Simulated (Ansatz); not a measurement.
# BGe (quartet): wave-function methods side by side, cc-pVTZ

An exercise on one series of results from a longer session: the logs are not shown, and one member is left open.

Method: cc-pVTZ, core rule «outside noble gas», up to 15 orbitals frozen; program: Ansatz 0.2.0, Gaussian basis.

Plan: UHF; CCSD(T) on ROHF; CCSD(T) on UHF; BCCD(T) on ROHF; CISD; CCSDT(Q) on ROHF; CCSDT(Q) on UHF; CASSCF and MRCISD+Q, 7 electrons in 8 orbitals; CASSCF and NEVPT2, 7 electrons in 8 orbitals.

20 further runs of the same task are left out: 5 that didn't finish, 15 set aside as unsound or not needed.

## The system

The geometry is a PBE0/def2-TZVP stationary point (not a proven minimum). No spin-orbit coupling is included. The filled d shell of Ge may be among the frozen orbitals whatever the setting's name suggests; the logs give the count.

2 atoms, charge 0, spin multiplicity 4.

Atoms are counted from 1 here; the program's logs count them from 0.

Bond lengths: Ge1–B2 1.977 Å.

Geometry (Å):

```xyz
2

Ge    0.0000    0.0000    0.0000
B     0.0000    0.0000    1.9774
```

The first run:

in.yaml reads:

```yaml
crystal:
  periodic: [false, false, false]
  atoms:
    - {symbol: Ge, position_ang: [0.000000, 0.000000, 0.000000]}
    - {symbol: B, position_ang: [0.000000, 0.000000, 1.977400]}
basis:
  gaussian: {orbitals: cc-pVTZ}
magnetization: {spin_polarized: true, initial_magnetization: 3}
hamiltonian: {xc: hf}
output: {orbitals: {seedname: orbitals}}
```

On the command line:

```sh
> ansatz run in.yaml --threads 1 --pin off --events-out ev --progress --plain --max-ram 2393MiB
```

Among the steps run: UHF; CCSD(T) on ROHF; CCSD(T) on UHF; BCCD(T) on ROHF; CISD; CCSDT(Q) on ROHF; CCSDT(Q) on UHF; CASSCF and MRCISD+Q, 7 electrons in 8 orbitals; CASSCF and NEVPT2, 7 electrons in 8 orbitals.

One of the session's tables, all rows but one given; the rest of the session is left out.

```
          method  from UCCSDT(Q) (meV)
            ROHF               +4580.6
             UHF               +4526.1
            RMP2               +1032.3
            UMP2               +1041.7
            CISD                +484.1
           RCCSD                +342.6
           UCCSD                +333.1
        RCCSD(T)                     ?
        UCCSD(T)                 +69.7
         BCCD(T)                 +75.4
          RCCSDT                 +27.4
          UCCSDT                 +20.1
       RCCSDT(Q)                  +8.4
       UCCSDT(Q)                     0
  CASSCF valence               +2879.2
  NEVPT2 valence                +621.9
  MRCISD valence                +188.5
MRCISD+Q valence                 +14.7
```

Estimate the missing values for RCCSD(T).

The run gave: from UCCSDT(Q) (meV): +76.8. In the column «from UCCSDT(Q) (meV)» it lies between BCCD(T) (+75.4) and MRCISD valence (+188.5).

With the free atoms at the same levels and basis (separate runs), the atomisation energy is 2.869 eV at UCCSDT(Q), 2.830 eV at RCCSD(T), 2.825 eV at UCCSD(T), 2.142 eV at ROHF.

To keep in mind: Restricted and unrestricted rows rest on different reference determinants; where their highest levels disagree by more than a few hundredths of an eV, they describe different states and don't form one ladder.
